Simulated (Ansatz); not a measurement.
# C₂H₇ClSn: a ladder of functionals and wavefunction methods

An exercise on one series of results from a longer session: the logs are not shown, and one member is left open.

The runs use Ansatz 0.2.0, Gaussian basis; functionals in def2-TZVPP, the program's frozen cores in correlated methods.

The runs, in order: PBE-D4, r2SCAN-D4, PBE0-D4, B3LYP-D4, ωB97X-V, ωB97M-V, B2PLYP; CCSD(T)/def2-TZVPP; MP2/def2-QZVPP; extrapolation to the limit.

### The geometry

An earlier PBE0-D4 in a triple-zeta def2 set relaxation fixed the geometry. Sn takes the def2 core potential; no spin-orbit term is included.

SMILES `[CH3][SnH2][CH2]Cl`, 11 atoms, charge 0, spin multiplicity 1.

Atoms are counted from 1 here; the program's logs count them from 0.

Bond lengths: C1–Sn2 2.134 Å, C1–H5 1.090 Å, C1–H6 1.090 Å, C1–H7 1.090 Å, Sn2–C3 2.162 Å, Sn2–H8 1.715 Å, Sn2–H9 1.709 Å, C3–Cl4 1.785 Å, C3–H10 1.089 Å, C3–H11 1.089 Å. Angles: Sn2–C1–H5 109.0°, Sn2–C1–H6 110.4°, Sn2–C1–H7 110.0°, H5–C1–H6 109.2°, H5–C1–H7 109.1°, H6–C1–H7 109.0°, C1–Sn2–C3 107.9°, C1–Sn2–H8 111.6°, C1–Sn2–H9 111.6°, C3–Sn2–H8 108.2°, C3–Sn2–H9 107.8°, H8–Sn2–H9 109.7°, Sn2–C3–Cl4 110.1°, Sn2–C3–H10 111.3°, Sn2–C3–H11 111.6°, Cl4–C3–H10 107.4°, Cl4–C3–H11 107.5°, H10–C3–H11 108.8°.

Set-up of the first run:

in.yaml

```yaml
crystal:
  periodic: [false, false, false]
  atoms:
    - {symbol: C, position_ang: [-0.947011, 1.484256, -0.203557]}
    - {symbol: Sn, position_ang: [0.069140, -0.271358, -0.864846]}
    - {symbol: C, position_ang: [1.006947, -1.183889, 0.856590]}
    - {symbol: Cl, position_ang: [-0.195367, -1.426283, 2.153466]}
    - {symbol: H, position_ang: [-1.595659, 1.224838, 0.633108]}
    - {symbol: H, position_ang: [-1.550263, 1.900767, -1.010107]}
    - {symbol: H, position_ang: [-0.224897, 2.232568, 0.123376]}
    - {symbol: H, position_ang: [1.292522, 0.101040, -2.006892]}
    - {symbol: H, position_ang: [-1.014109, -1.410653, -1.534057]}
    - {symbol: H, position_ang: [1.795958, -0.550094, 1.258518]}
    - {symbol: H, position_ang: [1.428039, -2.158193, 0.614998]}
basis:
  gaussian: {orbitals: def2-TZVPP}
hamiltonian: {xc: pbe, dispersion: d4}
output: {forces: true, orbitals: {seedname: orbitals}}
```

Run with:

```
$ ansatz run in.yaml --threads 4 --pin off --events-out ev --progress --plain --max-ram 10444MiB
```

Steps of the session up to this table: PBE-D4 (GGA); r2SCAN-D4 (meta-GGA); PBE0-D4 (hybrid); B3LYP-D4 (hybrid); ωB97X-V (range-separated); ωB97M-V (range-separated); B2PLYP (double hybrid); CCSD(T) in def2-TZVPP; MP2 in def2-QZVPP.

One of the session's tables, all rows but one given; the rest of the session is left out.

```
            method  atomisation energy (eV)
            PBE-D4                   36.644
         r2SCAN-D4                   36.310
           PBE0-D4                   36.292
          B3LYP-D4                        ?
           ωB97X-V                   36.491
           ωB97M-V                   36.373
            B2PLYP                   35.768
     HF/def2-TZVPP                   26.657
    MP2/def2-TZVPP                   35.639
   CCSD/def2-TZVPP                   35.145
CCSD(T)/def2-TZVPP                   35.641
           MP2/CBS                   36.526
       CCSD(T)/CBS                   36.529
```

Estimate the missing values for B3LYP-D4.

As computed: atomisation energy (eV): 36.167. In the column «atomisation energy (eV)» it lies between B2PLYP (35.768) and PBE0-D4 (36.292).

Among the levels timed on like hardware and quicker than the yardstick, those that no quicker one beats, quickest first: PBE-D4 (2.6 s, +0.115 eV); ωB97X-V (8.5 s, -0.038 eV).

B2PLYP carry no dispersion term (for B3LYP, D4 adds 0.389 eV).

Caveats from the session: All levels share the lack of spin-orbit coupling, which lowers the free heavy atoms and so the true binding.
